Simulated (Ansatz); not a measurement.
# AlH7OSiSn: small, medium and large basis sets

One table from this session's results is given with a row withheld; the runs are named, their logs left out.

Program: Ansatz 0.2.0, Gaussian basis. Level of theory: one geometry, several basis sets. These are calculated values, not measurements.

Levels to be run: PBE0-D4/def2-SVP; ωB97M-V/def2-SVP; PBE0-D4/def2-QZVPP; ωB97M-V/def2-QZVPP; the functionals' def2-TZVPP values are taken from earlier runs.

**The relaxed structure**

An earlier PBE0-D4 in a triple-zeta def2 set relaxation fixed the geometry. Sn takes the def2 core potential; no spin-orbit term is included.

SMILES `[AlH2][O][SnH2][SiH3]`, 11 atoms, charge 0, spin multiplicity 1.

Atoms are counted from 1 here; the program's logs count them from 0.

Bond lengths: Al1–O2 1.681 Å, Al1–H5 1.590 Å, Al1–H6 1.582 Å, O2–Sn3 1.962 Å, Sn3–Si4 2.570 Å, Sn3–H7 1.710 Å, Sn3–H8 1.710 Å, Si4–H9 1.486 Å, Si4–H10 1.488 Å, Si4–H11 1.485 Å. Angles: O2–Al1–H5 118.5°, O2–Al1–H6 118.8°, H5–Al1–H6 122.8°, Al1–O2–Sn3 141.3°, O2–Sn3–Si4 107.5°, O2–Sn3–H7 105.0°, O2–Sn3–H8 105.0°, Si4–Sn3–H7 114.1°, Si4–Sn3–H8 114.1°, H7–Sn3–H8 110.2°, Sn3–Si4–H9 109.7°, Sn3–Si4–H10 109.6°, Sn3–Si4–H11 109.8°, H9–Si4–H10 109.1°, H9–Si4–H11 109.5°, H10–Si4–H11 109.1°.

Geometry (Å):

```xyz
11
AlH7OSiSn
Al   -0.8817    2.2960    0.4462
O    -0.7034    0.8591    1.3006
Sn   -0.0242   -0.9697    1.0960
Si    0.8129   -1.2175   -1.3210
H    -0.3707    2.3516   -1.0584
H    -1.5489    3.5340    1.1697
H     1.2013   -1.1231    2.2788
H    -1.3489   -1.9791    1.4836
H    -0.3007   -0.9482   -2.2666
H     1.3115   -2.6023   -1.5370
H     1.9185   -0.2576   -1.5712
```

The first run:

Contents of in.yaml:

```yaml
crystal:
  periodic: [false, false, false]
  atoms:
    - {symbol: Al, position_ang: [-0.881726, 2.295967, 0.446156]}
    - {symbol: O, position_ang: [-0.703410, 0.859101, 1.300550]}
    - {symbol: Sn, position_ang: [-0.024230, -0.969739, 1.095994]}
    - {symbol: Si, position_ang: [0.812876, -1.217522, -1.320953]}
    - {symbol: H, position_ang: [-0.370743, 2.351617, -1.058436]}
    - {symbol: H, position_ang: [-1.548888, 3.533961, 1.169700]}
    - {symbol: H, position_ang: [1.201255, -1.123114, 2.278771]}
    - {symbol: H, position_ang: [-1.348861, -1.979123, 1.483616]}
    - {symbol: H, position_ang: [-0.300692, -0.948216, -2.266634]}
    - {symbol: H, position_ang: [1.311454, -2.602325, -1.537033]}
    - {symbol: H, position_ang: [1.918464, -0.257606, -1.571231]}
basis:
  gaussian: {orbitals: def2-SVP}
hamiltonian: {xc: pbe0, dispersion: d4}
output: {orbitals: {seedname: orbitals}}
```

Steps of the session up to this table: PBE0-D4 in def2-SVP; ωB97M-V in def2-SVP; PBE0-D4 in def2-QZVPP; ωB97M-V in def2-QZVPP.

One of the session's tables, all rows but one given; the rest of the session is left out.

It belongs to the step «Density functionals: the series». 

```
functional       basis  HOMO (eV)
   PBE0-D4    def2-SVP          ?
   PBE0-D4  def2-TZVPP      -7.66
   PBE0-D4  def2-QZVPP      -7.66
   ωB97M-V    def2-SVP      -9.67
   ωB97M-V  def2-TZVPP      -9.75
   ωB97M-V  def2-QZVPP      -9.75
```

**Question.** Estimate the row for PBE0-D4, def2-SVP.

The run gave: HOMO (eV): -7.60. In the column «HOMO (eV)» it is the highest.
